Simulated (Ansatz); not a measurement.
# Si₂SbH₆ radical: a ladder of functionals and wavefunction methods

How much do the methods differ for Si₂SbH₆ radical? The plan is to run it at one geometry with functionals of several rungs and with coupled cluster, and see how far each lands from CCSD(T) at the basis-set limit for the atomisation energy.

The runs use Ansatz 0.2.0, Gaussian basis; functionals in def2-TZVPP, the program's frozen cores in correlated methods.

Levels to be run: LDA (SPW92), PBE-D4, revPBE-D4, BLYP-D4, r2SCAN-D4, B97M-V, PBE0-D4, B3LYP-D4, r2SCANh-D4, r2SCAN0-D4, HSE06-D4, BHLYP-D4, CAM-B3LYP-D4, LC-ωPBE, ωB97X-V, ωB97M-V, B2PLYP, PBE-QIDH; CCSD(T)/def2-SVP; CCSD(T)/def2-TZVPP; MP2/def2-QZVPP; extrapolation to the limit; RPA on PBE.

### Step 1. Structure used throughout

An earlier PBE0-D4 in a triple-zeta def2 set relaxation fixed the geometry. Sb takes the def2 core potential; no spin-orbit term is included.

SMILES `[SiH3][Sb][SiH3]`, 9 atoms, charge 0, spin multiplicity 2.

Atoms are counted from 1 here; the program's logs count them from 0.

Bond lengths: Si1–Sb2 2.565 Å, Si1–H4 1.488 Å, Si1–H5 1.487 Å, Si1–H6 1.488 Å, Sb2–Si3 2.565 Å, Si3–H7 1.487 Å, Si3–H8 1.488 Å, Si3–H9 1.488 Å. Angles: Sb2–Si1–H4 110.4°, Sb2–Si1–H5 110.1°, Sb2–Si1–H6 110.4°, H4–Si1–H5 108.7°, H4–Si1–H6 108.5°, H5–Si1–H6 108.7°, Si1–Sb2–Si3 88.3°, Sb2–Si3–H7 110.1°, Sb2–Si3–H8 110.4°, Sb2–Si3–H9 110.4°, H7–Si3–H8 108.7°, H7–Si3–H9 108.7°, H8–Si3–H9 108.5°.

### Step 2. LDA

This LDA is Slater exchange with PW92 correlation.

File in.yaml:

```yaml
crystal:
  periodic: [false, false, false]
  atoms:
    - {symbol: Si, position_ang: [-0.779323, 1.208108, -1.048850]}
    - {symbol: Sb, position_ang: [1.670360, 0.524983, -0.715147]}
    - {symbol: Si, position_ang: [0.873407, -1.194687, 1.013023]}
    - {symbol: H, position_ang: [-1.583351, 0.044243, -1.511506]}
    - {symbol: H, position_ang: [-0.874333, 2.288397, -2.066038]}
    - {symbol: H, position_ang: [-1.357899, 1.703855, 0.229686]}
    - {symbol: H, position_ang: [2.034649, -1.945140, 1.559886]}
    - {symbol: H, position_ang: [-0.067991, -2.161908, 0.385845]}
    - {symbol: H, position_ang: [0.172981, -0.514051, 2.136099]}
basis:
  gaussian: {orbitals: def2-TZVPP}
magnetization: {spin_polarized: true, initial_magnetization: 1}
hamiltonian: {xc: lda}
output: {orbitals: {seedname: orbitals}}
```

Started as:

```console
> ansatz run in.yaml --threads 4 --pin off --events-out ev --progress --plain --max-ram 10444MiB
```

Further steps of the session: PBE-D4 (GGA); revPBE-D4 (GGA); BLYP-D4 (GGA); r2SCAN-D4 (meta-GGA); B97M-V (meta-GGA); PBE0-D4 (hybrid); B3LYP-D4 (hybrid); r2SCANh-D4 (hybrid); r2SCAN0-D4 (hybrid); HSE06-D4 (hybrid); BHLYP-D4 (hybrid); CAM-B3LYP-D4 (range-separated); LC-ωPBE (range-separated); ωB97X-V (range-separated); ωB97M-V (range-separated); B2PLYP (double hybrid); PBE-QIDH (double hybrid); CCSD(T) in def2-SVP; CCSD(T) in def2-TZVPP; MP2 in def2-QZVPP; RPA on PBE orbitals.

Q: Predict the results of all the runs planned. Wanted: atomisation energy, CCSD(T)/CBS; farthest beyond LDA; mean size of error, GGA; mean size of error, meta-GGA; mean size of error, hybrid; mean size of error, range-separated; mean size of error, double hybrid; gap, smallest and largest; T1 diagnostic.

**Answer**, as computed:

```
                               quantity                                                                                          value
        atomisation energy, CCSD(T)/CBS                                                                                  2379.8 kJ/mol
 functionals within 23.8 kJ/mol (1.0 %)  BLYP-D4, r2SCAN-D4, B97M-V, B3LYP-D4, r2SCANh-D4, r2SCAN0-D4, BHLYP-D4, CAM-B3LYP-D4, ωB97M-V
                    farthest beyond LDA                                                                       revPBE-D4 (-63.4 kJ/mol)
                mean size of error, GGA                                                                                    39.3 kJ/mol
           mean size of error, meta-GGA                                                                                    11.2 kJ/mol
             mean size of error, hybrid                                                                                    21.8 kJ/mol
    mean size of error, range-separated                                                                                    26.2 kJ/mol
      mean size of error, double hybrid                                                                                    51.0 kJ/mol
              gap, smallest and largest                                                       0.80 eV (LDA (SPW92)), 7.73 eV (LC-ωPBE)
                          T1 diagnostic                                                                                         0.0135
triples share of the correlation energy                                                                                          3.1 %
```

**Reading.** The LDA atomisation energy is off by 245.2 kJ/mol (10 %): it overbinds. PBE-D4 is off by -33.3 kJ/mol. Double hybrids carry the basis error of their MP2 part in triple zeta, and no dispersion term here, so their miss is partly the set-up's. The rungs meta-GGA, hybrid miss on average by less than the doubt on the reference (23.8 kJ/mol), so they tie. The reference freezes the cores and leaves out spin-orbit coupling and excitations past (T), and its outer-core shells are covered unevenly, so misses under about 23.8 kJ/mol can't be ranked. All levels share the lack of spin-orbit coupling, which lowers the free heavy atoms and so the true binding. Hartree-Fock recovers 74 % of the binding; the rest is correlation. CCSD(T) in def2-SVP is off by -204.9 kJ/mol, so the small basis spoils what the method gains. Orbital gaps span 0.8 to 7.7 eV; exact exchange widens them. Correlated methods include outer-core shells of Sb, which these sets cover unevenly.
